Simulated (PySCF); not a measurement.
**[Dy(O2)]+: forces at shaken geometries**

How stiff is [Dy(O2)]+? Its atoms are displaced at random by several amounts. The structure is generated, not taken from experiment.

The runs use PySCF 2.14.0; PBE, Dy lcecp-1-SVP with ECP55, O def2-SVP; scalar-relativistic core potentials, no spin–orbit coupling.

3 further runs of the same task are left out: 2 for a known fault of the program, 1 that didn't finish.

### Step 1. Where the work starts

3 atoms, charge 1, spin multiplicity 1.

Bond lengths: Dy1–O2 1.975 Å, Dy1–O3 1.975 Å. Angles: O2–Dy1–O3 44.7°.

Coordinates:

```tsv
atom	x (Å)	y (Å)	z (Å)
Dy1	0.0000	0.0000	-0.1735
O2	0.7511	0.0000	1.6533
O3	-0.7511	0.0000	1.6533
```

Formal oxidation states: Dy +3. Each metal's 9 4f electrons lie in its core potential, so multiplicities, spins and levels count the valence alone. An earlier session relaxed this geometry at PBE, Dy lcecp-1-SVP with ECP55, O def2-SVP (singlet, point group C2v).

Its energy there is -186.987758 Eh.

### Step 2. Atoms moved at random, σ = 0.1 Å

File run.py (the lines that set the calculation):

```python
mol = gto.M(atom='''
Dy    -0.14924     0.08788    -0.09692
O      0.84640     0.06356     1.62329
O     -0.69716    -0.15144     1.60676''',
    basis={'Dy': 'lcecp-1-SVP', 'O': 'def2-SVP'},
    ecp={'Dy': 'lcecp-1-SVP'},
    charge=1, spin=0)
mf = dft.RKS(mol, xc='PBE')
mf.grids.atom_grid = (50, 194)  # f atoms: unpruned, at least (60, 302)
mf = mf.density_fit()  # fitting sets: Dy AutoAux, O def2-universal-JKFIT
mf.conv_tol = 1e-08; mf.max_cycle = 55
mf.kernel(dm0)  # dm0: the density of the relaxed state
```

Started as:

```bash
> OMP_NUM_THREADS=2 python run.py
```

What it wrote:

```text
init E= -186.947944342479
  HOMO = -0.445182134659099  LUMO = -0.330054440912506  gap/eV = 3.13278
cycle= 1 E= -186.967578311098  delta_E= -0.0196  |g|= 0.155  |ddm|= 0.756
  HOMO = -0.412533427224165  LUMO = -0.311770219112788  gap/eV = 2.74191
cycle= 2 E= -186.925584612756  delta_E= 0.042  |g|= 0.488  |ddm|= 0.378
  HOMO = -0.420135853352811  LUMO = -0.311355682338773  gap/eV = 2.96006
cycle= 3 E= -186.970570041792  delta_E= -0.045  |g|= 0.0921  |ddm|= 0.339
  HOMO = -0.426667022093326  LUMO = -0.313481961345082  gap/eV = 3.07992
cycle= 4 E= -186.972063529831  delta_E= -0.00149  |g|= 0.0319  |ddm|= 0.0722
  HOMO = -0.423968937270921  LUMO = -0.314209199861736  gap/eV = 2.98671
cycle= 5 E= -186.972302806633  delta_E= -0.000239  |g|= 0.00829  |ddm|= 0.0359
  HOMO = -0.424394048070837  LUMO = -0.314162273038455  gap/eV = 2.99956
cycle= 6 E= -186.972318795448  delta_E= -1.6e-05  |g|= 0.00109  |ddm|= 0.00671
  HOMO = -0.424451661873547  LUMO = -0.31411895444128  gap/eV = 3.00231
cycle= 7 E= -186.97231913494  delta_E= -3.39e-07  |g|= 0.000126  |ddm|= 0.00134
  HOMO = -0.424450240655144  LUMO = -0.314117208650291  gap/eV = 3.00231
cycle= 8 E= -186.972319138484  delta_E= -3.54e-09  |g|= 2.11e-05  |ddm|= 0.000129
  HOMO = -0.424455163393333  LUMO = -0.314119176839234  gap/eV = 3.00240
Extra cycle  E= -186.972319138462  delta_E= 2.19e-11  |g|= 2.31e-05  |ddm|= 3.92e-05
converged SCF energy = -186.972319138462
```

Wall time 1.5 s (2 threads of Arm Neoverse V2, shared host).

It gives: E = -186.972319 Eh (+0.420 eV from the relaxed state), HOMO -11.55 eV, LUMO -8.55 eV, Mulliken charge on Dy1 +1.23 e, largest force component 5.023 eV/Å. 

```tsv
atom	Fx	Fy	Fz (eV/Å)
Dy1	1.583	0.706	-5.023
O2	-0.858	-0.128	0.035
O3	-0.725	-0.578	4.989
```

### Step 3. Atoms moved at random, σ = 0.03 Å

Changes to run.py (the lines that set the calculation) since step 2:

```diff
@@ -1,5 +1,5 @@
 mol = gto.M(atom='''
-Dy    -0.14924     0.08788    -0.09692
-O      0.84640     0.06356     1.62329
-O     -0.69716    -0.15144     1.60676''',
+Dy    -0.03125     0.01115    -0.13391
+O      0.76209     0.00919     1.64816
+O     -0.73084    -0.02034     1.61888''',
     basis={'Dy': 'lcecp-1-SVP', 'O': 'def2-SVP'},
```

Started as:

```bash
> OMP_NUM_THREADS=2 python run.py
```

What it wrote:

```text
init E= -187.017514551921
  HOMO = -0.404306928795535  LUMO = -0.315005403160285  gap/eV = 2.43002
cycle= 1 E= -186.983224558541  delta_E= 0.0343  |g|= 0.0519  |ddm|= 0.216
  HOMO = -0.422764463989797  LUMO = -0.312247481713261  gap/eV = 3.00732
cycle= 2 E= -186.97655998719  delta_E= 0.00666  |g|= 0.17  |ddm|= 0.216
  HOMO = -0.410357740003924  LUMO = -0.31535387337658  gap/eV = 2.58519
cycle= 3 E= -186.983955427326  delta_E= -0.0074  |g|= 0.0126  |ddm|= 0.156
  HOMO = -0.410497517464151  LUMO = -0.315715872098519  gap/eV = 2.57914
cycle= 4 E= -186.983989222014  delta_E= -3.38e-05  |g|= 0.00369  |ddm|= 0.0148
  HOMO = -0.410444630222582  LUMO = -0.315787485623581  gap/eV = 2.57575
cycle= 5 E= -186.983988862107  delta_E= 3.6e-07  |g|= 0.00412  |ddm|= 0.00491
  HOMO = -0.410472960950727  LUMO = -0.315808981306844  gap/eV = 2.57594
cycle= 6 E= -186.983992121688  delta_E= -3.26e-06  |g|= 0.000346  |ddm|= 0.0026
  HOMO = -0.410462098320885  LUMO = -0.315777691605902  gap/eV = 2.57649
cycle= 7 E= -186.983992157748  delta_E= -3.61e-08  |g|= 3.04e-05  |ddm|= 0.000438
  HOMO = -0.410463568429009  LUMO = -0.315778818758552  gap/eV = 2.57650
cycle= 8 E= -186.98399215789  delta_E= -1.42e-10  |g|= 1.08e-05  |ddm|= 2.53e-05
  HOMO = -0.41046643900507  LUMO = -0.31577780274208  gap/eV = 2.57661
Extra cycle  E= -186.983992157531  delta_E= 3.59e-10  |g|= 3.96e-05  |ddm|= 4.51e-05
converged SCF energy = -186.983992157531
```

Run time: 1.5 s. Hardware: 2 threads of Arm Neoverse V2, shared host.

It gives: E = -186.983992 Eh (+0.102 eV from the relaxed state), HOMO -11.17 eV, LUMO -8.59 eV, Mulliken charge on Dy1 +1.26 e, largest force component 2.731 eV/Å. 

```tsv
atom	Fx	Fy	Fz (eV/Å)
Dy1	0.578	0.041	-2.731
O2	0.415	0.003	0.609
O3	-0.993	-0.044	2.122
```

### Step 4. Atoms moved at random, σ = 0.1 Å

Changes to run.py (the lines that set the calculation) since step 3:

```diff
@@ -1,5 +1,5 @@
 mol = gto.M(atom='''
-Dy    -0.03125     0.01115    -0.13391
-O      0.76209     0.00919     1.64816
-O     -0.73084    -0.02034     1.61888''',
+Dy     0.04646    -0.06627    -0.08234
+O      0.74778     0.14032     1.52791
+O     -0.79424    -0.07405     1.68755''',
     basis={'Dy': 'lcecp-1-SVP', 'O': 'def2-SVP'},
```

Started as:

```bash
> OMP_NUM_THREADS=2 python run.py
```

What it wrote:

```text
init E= -186.994264117934
  HOMO = -0.435011561560344  LUMO = -0.318393945942066  gap/eV = 3.17333
cycle= 1 E= -186.959935546789  delta_E= 0.0343  |g|= 0.121  |ddm|= 0.714
  HOMO = -0.442324727911544  LUMO = -0.311973653366516  gap/eV = 3.54703
cycle= 2 E= -186.944885142156  delta_E= 0.0151  |g|= 0.298  |ddm|= 0.311
  HOMO = -0.429151364121235  LUMO = -0.310467543731668  gap/eV = 3.22955
cycle= 3 E= -186.961064295383  delta_E= -0.0162  |g|= 0.106  |ddm|= 0.253
  HOMO = -0.431775216940881  LUMO = -0.312381100438336  gap/eV = 3.24888
cycle= 4 E= -186.963234303683  delta_E= -0.00217  |g|= 0.0253  |ddm|= 0.0779
  HOMO = -0.433860535569114  LUMO = -0.312289504451891  gap/eV = 3.30812
cycle= 5 E= -186.96336435021  delta_E= -0.00013  |g|= 0.00744  |ddm|= 0.0262
  HOMO = -0.433312390162399  LUMO = -0.312392839795087  gap/eV = 3.29039
cycle= 6 E= -186.963377416292  delta_E= -1.31e-05  |g|= 0.000934  |ddm|= 0.00766
  HOMO = -0.43334210761822  LUMO = -0.312347495025274  gap/eV = 3.29243
cycle= 7 E= -186.963377660679  delta_E= -2.44e-07  |g|= 9.59e-05  |ddm|= 0.00113
  HOMO = -0.433341082681995  LUMO = -0.312346063955223  gap/eV = 3.29244
cycle= 8 E= -186.963377662785  delta_E= -2.11e-09  |g|= 2.39e-05  |ddm|= 0.000116
  HOMO = -0.433346787120449  LUMO = -0.312348207585411  gap/eV = 3.29254
Extra cycle  E= -186.963377662291  delta_E= 4.94e-10  |g|= 5.48e-05  |ddm|= 5.9e-05
converged SCF energy = -186.963377662291
```

Wall time 1.5 s (2 threads of Arm Neoverse V2, shared host).

Read off: E = -186.963378 Eh (+0.663 eV from the relaxed state), HOMO -11.79 eV, LUMO -8.50 eV, Mulliken charge on Dy1 +1.19 e, largest force component 7.191 eV/Å. 

```tsv
atom	Fx	Fy	Fz (eV/Å)
Dy1	-2.488	-0.829	-7.191
O2	1.793	0.688	6.577
O3	0.695	0.142	0.614
```

### Step 5. Results

| σ (Å) | energy rise (eV) | harmonic estimate −½ F·u (eV) | largest force component (eV/Å) |
| --- | --- | --- | --- |
| 0.1 | 0.420 | 0.417 | 5.02 |
| 0.03 | 0.102 | 0.108 | 2.73 |
| 0.1 | 0.663 | 0.735 | 7.19 |

Every displacement raises the energy. For a harmonic well the rise equals −½ F·u; the two differ by at most 11 % here (a move with σ = 0.1 Å), from anharmonicity, the grid and the small forces left at the relaxed point. The bases are small and lack diffuse functions. Spin–orbit coupling is left out.
